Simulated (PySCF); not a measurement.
# C₂H₉B₂FGe: electronic excitations

What electronic excitations should C₂H₉B₂FGe (`CB(C)[B](F)[GeH3]`) show?

Computed with PySCF 2.14.0, with density-fitted response routines of our own, on a single molecule in the gas phase. Atoms count from 0, in the outputs and in this text.

### 1 Starting geometry

15 atoms, charge 0, multiplicity 1; geometry from: GFN2-xTB.

Bonds of the start (Å): C0–B1 1.59, B1–C2 1.58, B1–B3 1.64, B3–F4 1.33, B3–Ge5 2.05, C0–H6 1.09, C0–H7 1.09, C0–H8 1.09, C2–H9 1.09, C2–H10 1.09, C2–H11 1.09, Ge5–H12 1.50, Ge5–H13 1.50, Ge5–H14 1.50.

### 2 TDDFT and polarisability: CAM-B3LYP/def2-SVPD

The job: settings as JSON, then the geometry in Å.

```
{"job": {"kind": "uv", "xc": "CAM-B3LYP", "basis": "def2-SVPD", "nstates": 8, "ntriplets": 3}, "charge": 0, "multiplicity": 1}
C     -1.628702    -0.577179    -0.894639
B     -0.722008     0.082212     0.225931
C     -1.002331     1.597738     0.592378
B      0.550818    -0.719759     0.874612
F      0.586392    -1.428708     1.993915
Ge     2.354598    -0.650104    -0.106281
H     -2.291980     0.119702    -1.401406
H     -1.018477    -1.070093    -1.651663
H     -2.248057    -1.362748    -0.461296
H     -1.834212     1.621254     1.298279
H     -0.168132     2.104334     1.074678
H     -1.313172     2.193190    -0.263588
H      2.380055    -1.398161    -1.407864
H      2.820687     0.710935    -0.530605
H      3.530107    -1.214624     0.635637
```

Method: TDDFT CAM-B3LYP/def2-SVPD, vertical, gas phase, core orbitals frozen in the response.

The run is started by

```bash
$ OMP_NUM_THREADS=1 python probes_run.py task.json out
```

The driver reads the jobs from task.json and runs them one after another.

Predict these results of the whole session: lowest singlet (CAM-B3LYP/def2-SVPD); brightest single state of those computed; lowest triplet.

**Answer**, as computed:

```
                                quantity                        value
    lowest singlet (CAM-B3LYP/def2-SVPD)  4.26 eV (291 nm), f = 0.000
brightest single state of those computed  state 5, 7.07 eV, f = 0.072
                          lowest triplet                      3.63 eV
```

In words: The lowest singlet, at 4.26 eV, is HOMO→LUMO+1 0.71, HOMO→LUMO 0.25 and is dark; of the 8 states computed, the strongest absorption comes from state 5 at 7.07 eV (the last state computed is bright too, and its partners may lie past the list). The lowest triplet lies 0.63 eV below the lowest singlet (triplets in Tamm-Dancoff, singlets in full TDDFT).
